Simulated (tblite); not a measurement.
# GFN2-xTB run of BNH5F (SMILES [NH3+][BH2-]F)

What is the electronic atomisation energy of BNH5F at GFN2-xTB? 

Program for the calculation: tblite 0.8.0.

15 further runs of the same task are left out: 15 set aside as unsound or not needed.

### Step 1. Starting point

BNH5F has 8 atoms, charge 0, and is taken as a singlet. SMILES: `[NH3+][BH2-]F`. The shape is that of a GFN2-xTB optimisation.

Bond lengths: N1–B2 1.679 Å, B2–F3 1.386 Å, N1–H4 1.015 Å, N1–H5 1.015 Å, N1–H6 1.013 Å, B2–H7 1.190 Å, B2–H8 1.191 Å. Some angles: N1–B2–F3 101.2°, N1–B2–H7 106.2°, N1–B2–H8 106.3°, F3–B2–H7 112.2°, F3–B2–H8 112.2°, B2–N1–H4 106.9°, B2–N1–H5 106.8°, B2–N1–H6 111.4°, H7–B2–H8 117.0°, H4–N1–H5 109.5°.

### Step 2. Energy and forces at GFN2-xTB

Contents of job.py:

```python
# GFN2-xTB energy and gradient with ASE
import json
import numpy as np
from ase import Atoms
from tblite.ase import TBLite
from ase.units import Hartree
from ase.units import Debye

atoms = Atoms(
    symbols=["N", "B", "F", "H", "H", "H", "H", "H"],
    positions=[
        [-0.428710, 0.654160, -0.301360],
        [0.376980, -0.651520, 0.381570],
        [1.282920, -0.962000, -0.620650],
        [-0.840330, 0.326110, -1.168980],
        [0.273320, 1.358140, -0.504890],
        [-1.138480, 1.018220, 0.322540],
        [0.912890, -0.237120, 1.359870],
        [-0.438580, -1.505990, 0.531890],
    ],
)
start = atoms.get_positions()

atoms.calc = TBLite(method="GFN2-xTB", accuracy=0.1, spin_polarization=1.0, verbosity=0)
print(f"E: {atoms.get_potential_energy() / Hartree:.6f} Eh")
print(f"Dipole: {np.linalg.norm(atoms.get_dipole_moment()) / Debye:.4f} D")
for a, q in zip(atoms, atoms.get_charges()):
    print(f"{a.symbol}{a.index + 1} {q:+.4f}")
print("Forces (eV/angstrom):")
for a, F in zip(atoms, atoms.get_forces()):
    print(f"{a.symbol:<2} {F[0]:11.6f} {F[1]:11.6f} {F[2]:11.6f}")
json.dump(dict(energy=atoms.get_potential_energy(), forces=atoms.get_forces().tolist(), dipole=atoms.get_dipole_moment().tolist(), charges=atoms.get_charges().tolist(),
               symbols=atoms.get_chemical_symbols(), start=start.tolist(), final=atoms.positions.tolist()), open("results.json", "w"))
```

The run is started by

```bash
$ python job.py
```

Output:

```text
E: -11.483070 Eh
Dipole: 6.4587 D
N1 -0.2546
B2 +0.3147
F3 -0.4021
H4 +0.2182
H5 +0.2185
H6 +0.2040
H7 -0.1492
H8 -0.1494
Forces (eV/angstrom):
N    -0.000782   -0.003194   -0.003015
B    -0.012375   -0.004550    0.000558
F     0.000551   -0.001482   -0.001640
H     0.003004    0.001418    0.001681
H    -0.001883   -0.002148    0.000796
H    -0.000136    0.000213    0.000935
H     0.002843   -0.000036    0.003154
H     0.008780    0.009781   -0.002470
```

Wall time 0.12 s (1 thread of Intel Xeon 6975P-C (Granite Rapids), shared host).

### Step 3. The B atom: the energy at GFN2-xTB

Contents of calc.py:

```python
import json
import numpy as np
from ase import Atom, Atoms
from tblite.ase import TBLite
from ase.units import Debye

atoms = Atoms([
    Atom("B", (0.000000, 0.000000, 0.000000)),
])
start = atoms.get_positions()

atoms.calc = TBLite(
    method="GFN2-xTB",
    multiplicity=2,
    accuracy=0.1,
    spin_polarization=1.0,
)
print(f"E: {atoms.get_potential_energy():.6f} eV")
print(f"Dipole: {np.linalg.norm(atoms.get_dipole_moment()) / Debye:.4f} D")
print("Charges:", np.round(atoms.get_charges(), 4))
json.dump(dict(energy=atoms.get_potential_energy(), forces=atoms.get_forces().tolist(), dipole=atoms.get_dipole_moment().tolist(), charges=atoms.get_charges().tolist(),
               symbols=atoms.get_chemical_symbols(), start=start.tolist(), final=atoms.positions.tolist()), open("results.json", "w"))
```

The run is started by

```bash
$ python calc.py
```

Output:

```text
------------------------------------------------------------
  cycle        total energy    energy error   density error
------------------------------------------------------------
      1    -0.9622241152727  -9.6222412E-01   2.1320072E-01
      2    -0.9622241152727  -2.2204460E-16   1.2792043E-01
      3    -0.9622241152727  -6.6613381E-16   7.6744583E-06
      4    -0.9622241152727   0.0000000E+00   5.9892109E-15
------------------------------------------------------------

 total:                                   0.000 sec
E: -26.183452 eV
Dipole: 0.0000 D
Charges: [-0.]
```

It took 0.12 s on 1 thread of Intel Xeon 6975P-C (Granite Rapids), shared host.

### Step 4. The F atom: a single-point energy at GFN2-xTB

Contents of calc.py:

```python
# GFN2-xTB single point with ASE
import json
import numpy as np
from ase import Atoms
from ase.units import Bohr
from tblite.ase import TBLite
from ase.units import Hartree
from ase.units import Debye

atoms = Atoms(["F"], positions=Bohr * np.array([
    [0.000000, 0.000000, 0.000000],
]))
start = atoms.get_positions()

atoms.calc = TBLite(
    method="GFN2-xTB",
    charge=0,
    multiplicity=2,
    accuracy=0.1,
    spin_polarization=1.0,
)
print(f"Potential energy: {atoms.get_potential_energy() / Hartree:.6f} Eh")
print(f"Dipole: {np.linalg.norm(atoms.get_dipole_moment()) / Debye:.4f} D")
for a, q in zip(atoms, atoms.get_charges()):
    print(f"{a.symbol}{a.index + 1} {q:+.4f}")
json.dump(dict(energy=atoms.get_potential_energy(), forces=atoms.get_forces().tolist(), dipole=atoms.get_dipole_moment().tolist(), charges=atoms.get_charges().tolist(),
               symbols=atoms.get_chemical_symbols(), start=start.tolist(), final=atoms.positions.tolist()), open("results.json", "w"))
```

Run the same way, it converges to -4.63430 Eh (log not shown).

### Step 5. The H atom: the energy at GFN2-xTB

Contents of run.py:

```python
import json
import numpy as np
from tblite.interface import Calculator

symbols = ["H"]
numbers = np.array([1])
positions = np.array([  # bohr
    [0.000000, 0.000000, 0.000000],
])

xtb = Calculator("GFN2-xTB", numbers, positions, charge=0, uhf=1)
xtb.set("verbosity", 0)
xtb.set("accuracy", 0.1)
xtb.add("spin-polarization", 1.0)
sp = xtb.singlepoint()

print(f"total energy: {sp.get('energy') * 27.211386:.8f} eV")
eps = np.atleast_2d(sp.get("orbital-energies")) * 27.211386
occ = np.atleast_2d(sp.get("orbital-occupations"))
filled = occ.sum(axis=0) if eps.shape[0] == 1 else occ[0]
homo = np.nonzero(filled > 0.5)[0].max()
print("  MO   occupation   energy/eV")
for i in range(max(0, homo - 4), min(eps.shape[1], homo + 5)):
    print(f"{i + 1:4d} {filled[i]:10.4f} {eps[0, i]:12.4f}")
mu = sp.get("dipole") * 2.541746
print(f"Dipole moment: {np.linalg.norm(mu):.4f} D, components " + " ".join(f"{c:.4f}" for c in mu))
q = sp.get("charges")
print("Charges:", " ".join(f"{s}{i + 1}={c:+.4f}" for i, (s, c) in enumerate(zip(symbols, q))))
out = {k: np.asarray(sp.get(k)).tolist() for k in ("energy", "gradient", "charges", "dipole", "orbital-energies", "orbital-occupations")}
out.update(symbols=symbols, positions=(positions * 0.529177210903).tolist())
json.dump(out, open("results.json", "w"))
```

Run the same way, it converges to -0.42930 Eh (log not shown).

### Step 6. The N atom: the energy at GFN2-xTB

Contents of run.py:

```python
"""GFN2-xTB single point with ASE"""
import json
import numpy as np
from ase import Atoms
from ase.units import Bohr
from tblite.ase import TBLite
from ase.units import kJ, mol as mol_
from ase.units import Debye

molecule = Atoms(["N"], positions=Bohr * np.array([
    [0.000000, 0.000000, 0.000000],
]))
start = molecule.get_positions()

molecule.calc = TBLite(
    method="GFN2-xTB",
    multiplicity=4,
    accuracy=0.1,
    spin_polarization=1.0,
)
print(f"Potential energy: {molecule.get_potential_energy() / (kJ / mol_):.6f} kJ/mol")
print(f"Dipole: {np.linalg.norm(molecule.get_dipole_moment()) / Debye:.4f} D")
print("Charges:", np.round(molecule.get_charges(), 4))
json.dump(dict(energy=molecule.get_potential_energy(), forces=molecule.get_forces().tolist(), dipole=molecule.get_dipole_moment().tolist(), charges=molecule.get_charges().tolist(),
               symbols=molecule.get_chemical_symbols(), start=start.tolist(), final=molecule.positions.tolist()), open("results.json", "w"))
```

Run the same way, it converges to -2.72035 Eh (log not shown).

### Step 7. Outcome

At GFN2-xTB:

| quantity | value |
| --- | --- |
| molecule: total energy | -11.48307 Eh |
| molecule: dipole moment | 6.46 D |
| molecule: largest force on an atom | 0.013 eV/Å |
| B atom: total energy | -0.96222 Eh |
| B atom: dipole moment | 0.00 D |
| B atom: largest force on an atom | 0.000 eV/Å |
| F atom: total energy | -4.63430 Eh |
| F atom: dipole moment | 0.00 D |
| F atom: largest force on an atom | 0.000 eV/Å |
| H atom: total energy | -0.42930 Eh |
| H atom: dipole moment | 0.00 D |
| H atom: HOMO energy (as the program lists it) | -12.66 eV |
| H atom: largest force on an atom | 0.000 eV/Å |
| N atom: total energy | -2.72035 Eh |
| N atom: dipole moment | 0.00 D |
| N atom: largest force on an atom | 0.000 eV/Å |
| electronic atomisation energy | 27.748 eV |

What this shows: Taking the molecule apart into free atoms costs 27.75 eV (640 kcal/mol), before zero-point energy and without spin-orbit coupling. Tight-binding and semi-empirical models aren't fitted to free atoms, so this value can be far from the true one.
